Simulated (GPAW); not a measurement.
Wanted: an ASE script for a GPAW 26.7.0 run.

- Task: relaxation of cell and atoms
- Functional: LDA
- Potentials or basis: the program's PAW data sets (release 1.2.1) made for this functional
- Cutoff: 600 eV
- Basis: pw
- k mesh: 5 × 5 × 5
- Occupations: fermi-dirac, width 0.05 eV
- Spin: no spin polarisation
- Maxiter: 150
- Optimizer: BFGS
- Fmax: 0.02 eV/Å
- Max steps: 60
- Convergence: density=1e-05 forces=0.0001

The structure of TiSi2 lies in POSCAR:

```
TiSi2
1.0
    0.0000000000      4.1175163063      4.2628978354
    2.3895119538      0.0000000000      4.2628978354
    2.3895119538      4.1175163063      0.0000000000
Ti Si
2 4
Direct
    0.7500000000      0.7500000000      0.7500000000
    0.5000000000      0.5000000000      0.5000000000
    0.4125656100      0.0874343900      0.4125656100
    0.0874343900      0.4125656100      0.0874343900
    0.1625656100      0.8374343900      0.1625656100
    0.8374343900      0.1625656100      0.8374343900
```

The cell is a database's computed one.

These files were run (other wordings do the same):

run.py

```python
from ase.filters import FrechetCellFilter
from ase.io import read, write
from ase.optimize import BFGS
from gpaw import GPAW, PW

atoms = read('POSCAR')

calc = GPAW(mode=PW(600),
            xc='LDA',
            kpts={'size': (5, 5, 5), 'gamma': True},
            occupations={'name': 'fermi-dirac', 'width': 0.05},
            nbands=38,
            convergence={'density': 1e-05, 'forces': 0.0001},
            maxiter=150,
            txt='gpaw.txt')
atoms.calc = calc
opt = BFGS(FrechetCellFilter(atoms), trajectory='relax.traj', logfile='-')
done = opt.run(fmax=0.02, steps=60)
calc.write('gs.gpw')
write('result.traj', atoms)
print('Converged:', done)
print('Cell:', atoms.cell.cellpar().round(4))
print('Volume:', round(atoms.get_volume(), 4))
print(atoms.get_scaled_positions().round(5))
```

Potentials or basis: the program's PAW data sets (release 1.2.1) made for this functional, pw.

Run with:

```bash
$ OMP_NUM_THREADS=1 python run.py
```

Results of the run:

| Quantity | Value |
| --- | --- |
| Relaxed volume | 13.54 Å³/atom |
| Relaxed cell | a = 5.870 Å, b = 4.853 Å, c = 4.695 Å, α = 75.85°, β = 53.30°, γ = 50.86° |
| Space group after relaxing (to 0.05 Å) | Fddd (No. 70) |
| Energy gained by relaxing | 6.0 meV/atom |
| Ionic steps | 7 |
| Pressure after relaxing | -0.1 GPa |
| Largest force after relaxing | 0.009 eV/Å |
| Band gap on the k mesh | none (metal or under the smearing width) |

Caveat: later steps reuse the first step's grids.

It took 12 min on 1 thread of Arm Neoverse V1 (shared host), peak memory 0.31 GiB.
